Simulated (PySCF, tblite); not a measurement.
**C₂H₁₃O₂PSi₃: geometry, infrared bands and NMR shifts**

Wanted: the infrared bands and NMR shifts of C₂H₁₃O₂PSi₃ (`CO[SiH](OC)P([SiH3])[SiH3]`), by calculation.

The runs use tblite 0.8.0 and PySCF 2.14.0, with density-fitted response routines of our own; the level of theory stands in each step. All values are computed, except where a source is named. Atoms are numbered from 0 throughout.

## 1. Starting geometry

21 atoms, charge 0, multiplicity 1; geometry from: force field or distance geometry start.

Bonds of the start (Å): C0–O1 1.39, O1–Si2 1.73, Si2–O3 1.72, O3–C4 1.40, Si2–P5 2.21, P5–Si6 2.18, P5–Si7 2.18, C0–H8 1.12, C0–H9 1.10, C0–H10 1.10, Si2–H11 1.46, C4–H12 1.11, C4–H13 1.11, C4–H14 1.10, Si6–H15 1.46, Si6–H16 1.48, Si6–H17 1.48, Si7–H18 1.48, Si7–H19 1.48, Si7–H20 1.47.

## 2. Geometry optimisation with GFN2-xTB

The job: settings as JSON, then the geometry in Å.

```
{"job": {"kind": "relax", "xc": "GFN2-xTB", "basis": "xTB"}, "charge": 0, "multiplicity": 1}
C      0.302400     2.754900    -0.070700
O      0.674800     2.095100     1.093600
Si     0.804200     0.384100     0.840300
O      1.767200     0.209200    -0.574700
C      2.699200    -0.803500    -0.345200
P     -1.277500    -0.295000     0.548300
Si    -2.082700     0.160600    -1.429600
Si    -1.623600    -2.334700     1.239900
H     -0.814000     2.744900    -0.134200
H      0.734600     2.300600    -0.969800
H      0.606900     3.816200    -0.043100
H      1.388200    -0.243500     2.016000
H      2.438600    -1.703700    -0.947400
H      3.736700    -0.516200    -0.607600
H      2.665300    -1.119400     0.708600
H     -3.166900    -0.726800    -1.838500
H     -2.581400     1.554800    -1.377400
H     -0.977100     0.159400    -2.409100
H     -0.649700    -2.787100     2.254900
H     -2.935500    -2.359700     1.930200
H     -1.718800    -3.273300     0.114800
```

The run is started by

```bash
$ OMP_NUM_THREADS=1 python probes_run.py task.json out
```

This one command runs all jobs of the session in turn.

**Question.** This job is followed by: GFN2-xTB harmonic vibrations, gas phase; GIAO PBE0/pcSseg-1 NMR shielding, non-relativistic, gas phase. Predict these results of the whole session: strongest single infrared mode (GFN2-xTB); zero-point energy (GFN2-xTB); 13C shifts against TMS (PBE0/pcSseg-1, means over atoms taken as alike); 1H shifts against TMS (PBE0/pcSseg-1, means over atoms taken as alike); 17O shifts against H2O (PBE0/pcSseg-1, means over atoms taken as alike); 29Si shifts against TMS (PBE0/pcSseg-1, means over atoms taken as alike); 31P shifts against H3PO4 (PBE0/pcSseg-1).

The runs gave:

| quantity | value |
| --- | --- |
| strongest single infrared mode (GFN2-xTB) | 2251 cm⁻¹, 457 km/mol |
| zero-point energy (GFN2-xTB) | 88.8 kcal/mol |
| 13C shifts against TMS (PBE0/pcSseg-1, means over atoms taken as alike) | 53.0 ppm |
| 1H shifts against TMS (PBE0/pcSseg-1, means over atoms taken as alike) | 5.34, 4.12, 3.84 ppm |
| 17O shifts against H2O (PBE0/pcSseg-1, means over atoms taken as alike) | 31.6 ppm |
| 29Si shifts against TMS (PBE0/pcSseg-1, means over atoms taken as alike) | -13.0, -83.2 ppm |
| 31P shifts against H3PO4 (PBE0/pcSseg-1) | -352.0 ppm |

In words: The optimisation took 229 steps and gained 1.225 eV; among the close pairs (by a distance rule), O1–Si2 changed most, from 1.734 to 1.624 Å. All 57 modes are real, so the xTB geometry is a minimum. The strongest single mode, at 2251 cm⁻¹, moves mainly H18 and H19. GFN2-xTB is a fitted tight-binding method: band positions and strengths are rough. Its intensities can rank the bands wrongly. At PBE0/pcSseg-1: Shielding is most anisotropic at P5 (span 123 ppm, paramagnetic term -305 ppm).
